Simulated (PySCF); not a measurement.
# C4H10Si: the cost of one run

The runs use PySCF 2.14.0, with density-fitted response routines of our own; the level of theory stands in each step. All values are computed, except where a source is named. Atoms are numbered from 0 throughout.

### Step 1. Starting geometry

15 atoms, charge 0, multiplicity 1; geometry from: GFN2-xTB. The atoms were then displaced at random by about 0.01 Å, so the start is not that level's minimum.

Bonds of the start (Å): C0–C1 1.35, C1–Si2 1.90, Si2–C3 1.87, C3–C4 1.56, C0–H5 1.05, C0–H6 1.07, C1–H7 1.11, Si2–H8 1.49, Si2–H9 1.45, C3–H10 1.08, C3–H11 1.10, C4–H12 1.09, C4–H13 1.08, C4–H14 1.09.

### Step 2. Relaxing the molecule at PBE0-D3(BJ)/def2-SVP

The job: settings as JSON, then the geometry in Å.

```
{"job": {"xc": "PBE0", "basis": "def2-SVP", "d3": "d3bj", "grid": 1, "shake": 0.01, "kind": "geom"}, "charge": 0, "multiplicity": 1}
C      2.469390    -0.949050    -0.171150
C      2.068070     0.311210    -0.452240
Si     0.281350     0.951770    -0.501210
C     -0.898530    -0.430680    -0.075480
C     -2.381670     0.039470    -0.088890
H      3.480420    -1.226590    -0.167570
H      1.741450    -1.696880     0.055620
H      2.861140     1.048820    -0.677900
H      0.166590     2.054770     0.499850
H      0.016980     1.473510    -1.828870
H     -0.837840    -1.253850    -0.778910
H     -0.698030    -0.850180     0.917210
H     -3.090220    -0.757570     0.152410
H     -2.665770     0.440890    -1.049560
H     -2.528670     0.826980     0.653800
```

Command:

```sh
OMP_NUM_THREADS=1 python probes_run.py task.json out
```

This one command runs all jobs of the session in turn.

Q: Estimate the wall time and peak memory of this first job on 1 thread of Arm Neoverse V1, shared host.

About 45 s, with a peak of 0.51 GiB.
